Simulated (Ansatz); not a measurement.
**C2H4OSTe: one species, many methods**

An exercise on one series of results from a longer session: the logs are not shown, and one member is left open.

Computed with Ansatz 0.2.0, Gaussian basis. Level: functionals in def2-TZVPP, the program's frozen cores in correlated methods.

Levels to be run: PBE-D4, r2SCAN-D4, PBE0-D4, B3LYP-D4, ωB97X-V, ωB97M-V, B2PLYP; CCSD(T)/def2-TZVPP; MP2/def2-QZVPP; extrapolation to the limit.

**The geometry**

The geometry comes from an earlier relaxation with PBE0-D4 in a triple-zeta def2 set; it is a stationary point, not always the lowest conformer. Te takes the def2 core potential; no spin-orbit term is included.

SMILES `COC(=S)[TeH]`, 9 atoms, charge 0, spin multiplicity 1.

Atoms are counted from 1 here; the program's logs count them from 0.

Bond lengths: C1–O2 1.420 Å, C1–H6 1.088 Å, C1–H7 1.092 Å, C1–H8 1.092 Å, O2–C3 1.317 Å, C3–S4 1.623 Å, C3–Te5 2.118 Å, Te5–H9 1.669 Å. Angles: O2–C1–H6 105.5°, O2–C1–H7 110.6°, O2–C1–H8 110.6°, H6–C1–H7 109.8°, H6–C1–H8 109.8°, H7–C1–H8 110.4°, C1–O2–C3 122.0°, O2–C3–S4 121.9°, O2–C3–Te5 124.0°, S4–C3–Te5 114.1°, C3–Te5–H9 101.9°.

Geometry (Å):

```mol
C2H4OSTe
  3D, bonds by distance, orders not assigned

  9  8  0  0  0  0  0  0  0  0999 V2000
    0.2125   -1.0591    0.4918 C   0  0
    0.8716   -0.3595   -0.5541 O   0  0
    0.4737    0.8293   -0.9567 C   0  0
    1.2295    1.6271   -2.1506 S   0  0
   -1.1775    1.8674   -0.1306 Te  0  0
    0.7545   -1.9955    0.6027 H   0  0
    0.2600   -0.4910    1.4231 H   0  0
   -0.8262   -1.2619    0.2232 H   0  0
   -1.7097    0.7967    1.0340 H   0  0
  1  2  8  0
  2  3  8  0
  3  4  8  0
  3  5  8  0
  1  6  8  0
  1  7  8  0
  1  8  8  0
  5  9  8  0
M  END
```

The first run:

File in.yaml:

```yaml
crystal:
  periodic: [false, false, false]
  atoms:
    - {symbol: C, position_ang: [0.212541, -1.059064, 0.491781]}
    - {symbol: O, position_ang: [0.871634, -0.359497, -0.554131]}
    - {symbol: C, position_ang: [0.473688, 0.829296, -0.956666]}
    - {symbol: S, position_ang: [1.229473, 1.627050, -2.150553]}
    - {symbol: Te, position_ang: [-1.177507, 1.867417, -0.130601]}
    - {symbol: H, position_ang: [0.754499, -1.995451, 0.602726]}
    - {symbol: H, position_ang: [0.259975, -0.491018, 1.423065]}
    - {symbol: H, position_ang: [-0.826162, -1.261870, 0.223156]}
    - {symbol: H, position_ang: [-1.709741, 0.796737, 1.034024]}
basis:
  gaussian: {orbitals: def2-TZVPP}
hamiltonian: {xc: pbe, dispersion: d4}
output: {forces: true, orbitals: {seedname: orbitals}}
```

Launch:

```console
ansatz run in.yaml --threads 4 --pin off --events-out ev --progress --plain --max-ram 10444MiB
```

Among the steps run: PBE-D4 (GGA); r2SCAN-D4 (meta-GGA); PBE0-D4 (hybrid); B3LYP-D4 (hybrid); ωB97X-V (range-separated); ωB97M-V (range-separated); B2PLYP (double hybrid); CCSD(T) in def2-TZVPP; MP2 in def2-QZVPP.

One table of the session follows, with a row left open; its other results are not shown here.

| method | atomisation energy (kJ/mol) |
| --- | --- |
| PBE-D4 | 3265.6 |
| r2SCAN-D4 | 3153.0 |
| PBE0-D4 | 3149.7 |
| B3LYP-D4 | 3126.8 |
| ωB97X-V | 3126.9 |
| ωB97M-V | 3123.2 |
| B2PLYP | 3082.9 |
| HF/def2-TZVPP | 2031.9 |
| MP2/def2-TZVPP | 3107.1 |
| CCSD/def2-TZVPP | 2938.6 |
| CCSD(T)/def2-TZVPP | ? |
| MP2/CBS | 3218.2 |
| CCSD(T)/CBS | 3134.9 |

Q: Estimate the row for CCSD(T)/def2-TZVPP from the others.

**Answer.** atomisation energy (kJ/mol): 3023.8. In the column «atomisation energy (kJ/mol)» it lies between CCSD/def2-TZVPP (2938.6) and B2PLYP (3082.9).
